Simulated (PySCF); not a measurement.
# BrLi (Lithium Bromide): the cost of one run

Computed with PySCF 2.14.0, with density-fitted response routines of our own, on a single molecule in the gas phase. Atoms are numbered from 0 throughout.

**1. The starting structure**

2 atoms, charge 0, multiplicity 1; geometry from: GFN2-xTB. The atoms were then displaced at random by about 0.03 Å, so the start is not that level's minimum.

Bonds of the start (Å): Li0–Br1 2.28.

**2. Optimising the geometry at PBE0-D3(BJ)/def2-SVP**

What the job is given:

```
{"job": {"xc": "PBE0", "basis": "def2-SVP", "d3": "d3bj", "grid": 1, "shake": 0.03, "kind": "geom"}, "charge": 0, "multiplicity": 1}
Li     1.162930    -0.082130     0.006470
Br    -1.113220    -0.005580    -0.028700
```

Run with:

```
$ OMP_NUM_THREADS=1 python probes_run.py task.json out
```

The driver reads the jobs from task.json and runs them one after another.

**Question.** How long does this first job take on 1 thread of Arm Neoverse V1, shared host, and how much memory does it need?

About 1.9 s, with a peak of 0.24 GiB.
